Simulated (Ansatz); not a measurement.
# CH₅ClOSi: taking an electron away

An exercise on one series of results from a longer session: the logs are not shown, and one member is left open.

The runs use Ansatz 0.2.0, Gaussian basis; unrestricted cation, the program's frozen cores in correlated methods.

Levels to be run: UKS PBE-D4/def2-TZVPP; UKS r2SCAN-D4/def2-TZVPP; UKS PBE0-D4/def2-TZVPP; UKS B3LYP-D4/def2-TZVPP; UKS wB97X-V/def2-TZVPP; UKS wB97M-V/def2-TZVPP; UKS B2PLYP/def2-TZVPP; UHF-CCSD(T)/def2-TZVPP; UHF-MP2/def2-QZVPP; extrapolation to the limit; then −ε(HOMO) from the neutral's earlier runs with LDA (SPW92), PBE-D4, revPBE-D4, BLYP-D4, r2SCAN-D4, B97M-V, PBE0-D4, B3LYP-D4, r2SCANh-D4, r2SCAN0-D4, HSE06-D4, BHLYP-D4, CAM-B3LYP-D4, LC-ωPBE, ωB97X-V, ωB97M-V.

### Structure used throughout

The geometry comes from an earlier relaxation with PBE0-D4 in a triple-zeta def2 set; it is a stationary point, not always the lowest conformer.

SMILES `C[SiH](O)Cl`, 9 atoms, charge 0, spin multiplicity 1.

Atoms are counted from 1 here; the program's logs count them from 0.

Bond lengths: C1–Si2 1.852 Å, C1–H5 1.092 Å, C1–H6 1.093 Å, C1–H7 1.093 Å, Si2–O3 1.636 Å, Si2–Cl4 2.066 Å, Si2–H8 1.477 Å, O3–H9 0.958 Å. Angles: Si2–C1–H5 110.4°, Si2–C1–H6 110.2°, Si2–C1–H7 111.1°, H5–C1–H6 108.5°, H5–C1–H7 108.0°, H6–C1–H7 108.5°, C1–Si2–O3 113.3°, C1–Si2–Cl4 107.5°, C1–Si2–H8 112.9°, O3–Si2–Cl4 109.8°, O3–Si2–H8 105.4°, Cl4–Si2–H8 107.8°, Si2–O3–H9 118.5°.

Set-up of the first run:

Input file in.yaml:

```yaml
crystal:
  periodic: [false, false, false]
  atoms:
    - {symbol: C, position_ang: [-0.641459, 0.901711, -0.409340]}
    - {symbol: Si, position_ang: [0.027384, -0.687839, 0.266065]}
    - {symbol: O, position_ang: [1.352546, -0.484889, 1.204595]}
    - {symbol: Cl, position_ang: [0.486826, -1.901393, -1.340958]}
    - {symbol: H, position_ang: [-1.541036, 0.716423, -1.000898]}
    - {symbol: H, position_ang: [-0.897052, 1.581224, 0.407780]}
    - {symbol: H, position_ang: [0.090576, 1.394225, -1.054070]}
    - {symbol: H, position_ang: [-0.945308, -1.408080, 1.111939]}
    - {symbol: H, position_ang: [2.156123, -0.157683, 0.797685]}
basis:
  gaussian: {orbitals: def2-TZVPP}
total_charge: 1
magnetization: {spin_polarized: true, initial_magnetization: 1}
hamiltonian: {xc: pbe, dispersion: d4}
```

Started as:

```console
ansatz run in.yaml --threads 2 --pin off --events-out ev --progress --plain --max-ram 32768MiB --backend cpu
```

Among the steps run: Cation, UKS PBE-D4/def2-TZVPP; Cation, UKS r2SCAN-D4/def2-TZVPP; Cation, UKS PBE0-D4/def2-TZVPP; Cation, UKS B3LYP-D4/def2-TZVPP; Cation, UKS wB97X-V/def2-TZVPP; Cation, UKS wB97M-V/def2-TZVPP; Cation, UKS B2PLYP (frozen core)/def2-TZVPP; Cation, UHF-CCSD(T)/def2-TZVPP; Cation, UHF-MP2/def2-QZVPP.

One of the session's tables, all rows but one given; the rest of the session is left out.

Orbital estimates, from the neutral's runs:

```
  functional  −ε(HOMO) (eV)
 LDA (SPW92)           7.33
      PBE-D4           7.23
   revPBE-D4           7.18
     BLYP-D4           7.12
   r2SCAN-D4           7.57
      B97M-V           7.67
     PBE0-D4           8.62
    B3LYP-D4           8.39
  r2SCANh-D4           8.08
  r2SCAN0-D4           8.84
    HSE06-D4           8.21
    BHLYP-D4           9.91
CAM-B3LYP-D4          10.01
     LC-ωPBE          11.39
     ωB97X-V          11.03
     ωB97M-V              ?
```

Q: Estimate the row for ωB97M-V from the others.

As computed: −ε(HOMO) (eV): 10.86. In the column «−ε(HOMO) (eV)» it lies between CAM-B3LYP-D4 (10.01) and ωB97X-V (11.03).

To keep in mind: The cation may have settled in a state other than its lowest; no search over hole states beyond the program's own was made.
